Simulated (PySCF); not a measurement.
**The bond of NaSn+, level by level**

The task here is to estimate one member of a computed series from the others.

Computed with PySCF 2.14.0. Level: Na cc-pVDZ, Sn cc-pVDZ-PP with ECP28, scalar-relativistic core potentials.

The first run:

A driver script around PySCF takes these settings:

| Quantity | Value |
| --- | --- |
| atoms | Na, Sn |
| charge | 1 |
| basis | Na cc-pVDZ, Sn cc-pVDZ-PP with ECP28 |
| Hamiltonian | scalar-relativistic core potentials |
| basis functions | 41 |
| electrons treated | 32 |
| masses in u | 22.9898, 119.9022 |
| levels | PBE0, PBE, r²SCAN, M06, B3LYP, M06-L, HF, MP2, SCS-MP2, CCSD, CCSD(T) |
| grid | 80 radial by 434 angular points |
| occupations | held fixed by the projection of orbital angular momentum |
| dissociation limit | Na+ + Sn, each in its ground configuration |
| starting distance in angstrom | 3.025 |
| values of 2S to try | 0, 2 |

The run is started by

```bash
> OMP_NUM_THREADS=1 python dia.py task.json out
```

Steps of the session up to this table: Set-up; PBE0 along the bond; Excited determinants; PBE (GGA); r²SCAN (meta-GGA); M06; B3LYP (global hybrid GGA); M06-L (meta-GGA); UHF; Correlated methods on the Hartree–Fock reference.

One of the session's tables, all rows but one given; the rest of the session is left out.

| level | Re (Å) | ωe (cm⁻¹) | De (eV) |
| --- | --- | --- | --- |
| UHF | 3.458 | 107.6 | 0.53 |
| UHF-MP2 | 3.423 | 112.8 | 0.55 |
| UHF-SCS-MP2 | 3.428 | 112.3 | 0.55 |
| UHF-CCSD | 3.425 | 113.0 | 0.55 |
| UHF-CCSD(T) | ? | ? | ? |
| PBE | 3.400 | 108.5 | 0.70 |
| r²SCAN | 3.403 | 109.3 | 0.60 |
| M06-L | 3.479 | 104.4 | 0.50 |
| B3LYP | 3.392 | 109.2 | 0.67 |
| PBE0 | 3.377 | 112.0 | 0.64 |
| M06 | 3.460 | 100.0 | 0.56 |

Estimate the missing values for UHF-CCSD(T).

**Answer.** Re (Å): 3.422; ωe (cm⁻¹): 113.6; De (eV): 0.56. In the column «Re (Å)» it lies between r²SCAN (3.403) and UHF-MP2 (3.423).

De is counted to Na+ + Sn in their ground configurations.
